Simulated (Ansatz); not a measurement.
# ClFH4O2Si2: the cost of one run

Method: functionals in def2-TZVPP, the program's frozen cores in correlated methods; program: Ansatz 0.2.0, Gaussian basis.

Levels to be run: PBE-D4, r2SCAN-D4, PBE0-D4, B3LYP-D4, ωB97X-V, ωB97M-V, B2PLYP; CCSD(T)/def2-TZVPP; MP2/def2-QZVPP; extrapolation to the limit.

### Step 1. The geometry

The geometry comes from an earlier relaxation with PBE0-D4 in a triple-zeta def2 set; it is a stationary point, not always the lowest conformer.

SMILES `O[Si@H](Cl)[Si@@H](O)F`, 10 atoms, charge 0, spin multiplicity 1.

Atoms are counted from 1 here; the program's logs count them from 0.

Bond lengths: O1–Si2 1.635 Å, O1–H7 0.958 Å, Si2–F3 1.607 Å, Si2–Si4 2.354 Å, Si2–H8 1.478 Å, Si4–O5 1.641 Å, Si4–Cl6 2.063 Å, Si4–H9 1.480 Å, O5–H10 0.960 Å. Angles: Si2–O1–H7 119.3°, O1–Si2–F3 110.2°, O1–Si2–Si4 113.2°, O1–Si2–H8 105.6°, F3–Si2–Si4 103.6°, F3–Si2–H8 108.0°, Si4–Si2–H8 116.1°, Si2–Si4–O5 110.3°, Si2–Si4–Cl6 106.5°, Si2–Si4–H9 115.6°, O5–Si4–Cl6 111.4°, O5–Si4–H9 105.3°, Cl6–Si4–H9 107.7°, Si4–O5–H10 117.4°.

### Step 2. PBE-D4 (GGA)

Input file in.yaml:

```yaml
crystal:
  periodic: [false, false, false]
  atoms:
    - {symbol: O, position_ang: [0.080760, -0.925851, 2.101891]}
    - {symbol: Si, position_ang: [-0.569580, 0.184622, 1.093815]}
    - {symbol: F, position_ang: [0.110447, 1.620150, 1.335910]}
    - {symbol: Si, position_ang: [-0.135130, -0.258943, -1.176613]}
    - {symbol: O, position_ang: [1.412645, 0.141691, -1.548643]}
    - {symbol: Cl, position_ang: [-1.485795, 0.860267, -2.262547]}
    - {symbol: H, position_ang: [0.988213, -1.204695, 1.969661]}
    - {symbol: H, position_ang: [-1.994208, 0.283520, 1.475726]}
    - {symbol: H, position_ang: [-0.284836, -1.670879, -1.592890]}
    - {symbol: H, position_ang: [1.702784, 1.030816, -1.332910]}
basis:
  gaussian: {orbitals: def2-TZVPP}
hamiltonian: {xc: pbe, dispersion: d4}
output: {forces: true, orbitals: {seedname: orbitals}}
```

Command:

```
$ ansatz run in.yaml --threads 4 --pin off --events-out ev --progress --plain --max-ram 10444MiB
```

**Question.** How long does this run take on 4 threads of Arm Neoverse V2, shared host, and how much memory does it need?

About 3 s, with a peak of 0.42 GiB.
